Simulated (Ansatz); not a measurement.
# SiGeNH (singlet): from a generated start to a stationary point

Aim: relax a generated start of SiGeNH (singlet) and see which bonds hold.

Computed with Ansatz 0.2.0, Gaussian basis. Level: RKS PBE0/def2-TZVP.

### Step 1. Where the work starts

4 atoms, charge 0, spin multiplicity 1.

Atoms are counted from 1 here; the program's logs count them from 0.

Bond lengths: N1–Ge2 1.672 Å, N1–H4 1.003 Å, Ge2–Si3 2.474 Å. Angles: Ge2–N1–H4 139.3°, N1–Ge2–Si3 117.7°.

Coordinates:

```
N    -1.76256   -0.39464   -0.00416
Ge   -0.30762    0.42998    0.00374
Si    1.77322   -0.90810   -0.00749
H    -2.74650   -0.19998   -0.00278
```

The start was built by rule and, where that kept it together, relaxed with GFN2-xTB. Sticks and bond lists go by distance. No spin-orbit coupling is included. 

### Step 2. The run

Input file in.yaml:

```yaml
crystal:
  periodic: [false, false, false]
  atoms:
    - {symbol: N, position_ang: [-1.762564, -0.394636, -0.004162]}
    - {symbol: Ge, position_ang: [-0.307623, 0.429978, 0.003735]}
    - {symbol: Si, position_ang: [1.773220, -0.908101, -0.007485]}
    - {symbol: H, position_ang: [-2.746501, -0.199984, -0.002775]}
basis:
  gaussian: {orbitals: def2-TZVP}
hamiltonian: {xc: pbe0}
relax: {f_tol: 0.004, max_steps: 80}
```

Launch:

```bash
ansatz run in.yaml --threads 1 --pin off --events-out ev --progress --plain --max-ram 2176MiB
```

**Question.** What will these runs give? Wanted: energy gained; shift from the start; total energy; dipole moment.

As calculated:

```
                  quantity           value
                     steps               9
             energy gained        0.677 eV
shift from the start (rms)         0.541 Å
              total energy  -65886.9126 eV
             dipole moment          1.86 D
```

In words: The bonds of the start are those of the end. Ge2–Si3 went from 2.474 to 2.261 Å. No vibrations were run, so this is a stationary point, not a proven minimum, and this spin need not be the ground state's.
